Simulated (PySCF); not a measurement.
# F6Pm ([PmF6]3-): the cost of one run

Programs: PySCF 2.14.0, with routines of our own; each step states its level. All values are computed. Atoms count from 0.

## 1. The starting structure

7 atoms, charge -3, states of the metal's open shell are computed; geometry from: model geometry, bond lengths from ionic radii.

## 2. Ligand-field states: state-averaged CASSCF in water

What the job is given:

```
{"job": {"kind": "lf", "basis": {"metal": "x2c-TZVPall", "ligand": "x2c-SVPall"}, "nevpt": false, "solvent": "water"}, "charge": -3, "metal": "Pm", "open_shell": "f4"}
Pm     0.000000     0.000000     0.000000
F      0.000000     0.000000     2.270000
F      0.000000     0.000000    -2.270000
F      2.270000     0.000000     0.000000
F     -2.270000     0.000000     0.000000
F      0.000000     2.270000     0.000000
F     -0.000000    -2.270000     0.000000
```

Method: state-averaged CASSCF of the metal f shell, state-interaction spin-orbit coupling.

Command:

```console
OMP_NUM_THREADS=1 python lf_run.py task.json out
```

One launch serves the whole session: the jobs run in the order shown.

**Question.** How long does this first job take on 1 thread of Intel Xeon Platinum 8488C, shared host, and how much memory does it need?

About 37 s, with a peak of 0.56 GiB.
